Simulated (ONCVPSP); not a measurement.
# Ga: the cost of one run

Method: ONCVPSP 4.0.1.1 (patched build), LDA (Perdew-Wang 92), scalar-relativistic.

## 1. Settings

Typed settings, in words:

| Property | Result |
| --- | --- |
| element | gallium (Ga, Z = 31) |
| type | optimised norm-conserving Vanderbilt (ONCV) |
| frozen core | [Ne] |
| valence charge | 21 |
| reference configuration | 3s2 3p6 3d10 4s2 4p1 |
| partial waves | 3s+4s: rc 1.58 bohr, ncon 3, nbas 8, qcut 10.8 1/bohr, 2 projectors; 3p+4p: rc 1.20 bohr, ncon 3, nbas 8, qcut 11.9 1/bohr, 2 projectors; 3d: rc 1.40 bohr, ncon 3, nbas 6, qcut 11.5 1/bohr, 3 projectors, debl 0.4 Ha |
| local potential | polynomial inside 0.90 bohr (lpopt 5, dvloc0 0 Ha) |
| core correction | Teter function, fcfact 3.75, rcfact 1.6 |

An earlier all-electron run gives the scale for the radii.

All-electron outer shells of the reference configuration (LDA (PZ), scalar-relativistic, ld1.x):

```
shell  level (eV)  outermost node (bohr)  outermost maximum (bohr)
   2s    -1260.06                   0.07                      0.18
   2p    -1098.21                      –                      0.15
   3s     -147.43                   0.27                      0.56
   3p      -98.65                   0.24                      0.56
   3d      -19.40                      –                      0.53
   4s       -9.17                   0.81                      1.87
   4p       -2.74                   0.87                      2.53
```

## 2. Generating the potential

Ga.dat

```
# ATOM AND REFERENCE CONFIGURATION
# atsym  z   nc   nv     iexc    psfile
  Ga 31.00    3    5  -001012      upf
#
#   n    l    f
    1    0    2.00
    2    0    2.00
    2    1    6.00
    3    0    2.00
    3    1    6.00
    3    2   10.00
    4    0    2.00
    4    1    1.00
#
# PSEUDOPOTENTIAL AND OPTIMIZATION
# lmax
    2
#
#   l,   rc,      ep,       ncon, nbas, qcut
    0    1.58    0.00    3    8   10.80
    1    1.20    0.00    3    8   11.90
    2    1.40    0.00    3    6   11.50
#
# LOCAL POTENTIAL
# lloc, lpopt,  rc(5),   dvloc0
    4    5    0.90    0.00
#
# VANDERBILT-KLEINMAN-BYLANDER PROJECTORs
# l, nproj, debl
    0    2    4.00
    1    2    2.90
    2    3    0.40
#
# MODEL CORE CHARGE
# icmod, fcfact, rcfact
    3    3.75    1.60
#
# LOG DERIVATIVE ANALYSIS
# epsh1, epsh2, depsh
   -7.00    5.00    0.04
#
# OUTPUT GRID
# rlmax, drl
    6.00    0.01
#
# TEST CONFIGURATIONS
# ncnf
    4
# nvcnf
#   n    l    f
    5
    3    0    2.00
    3    1    6.00
    3    2   10.00
    4    0    2.00
    4    1    0.00
#
    5
    3    0    2.00
    3    1    6.00
    3    2   10.00
    4    0    1.00
    4    1    0.00
#
    5
    3    0    2.00
    3    1    6.00
    3    2   10.00
    4    0    0.00
    4    1    0.00
#
    5
    3    0    2.00
    3    1    6.00
    3    2   10.00
    4    0    0.00
    4    1    3.00
#
```

Launch:

```bash
$ oncvpsp.x < Ga.dat > Ga.out
```

**Question.** How long does this run take on 1 thread of Neoverse-N1, shared host?

About 5.8 s.
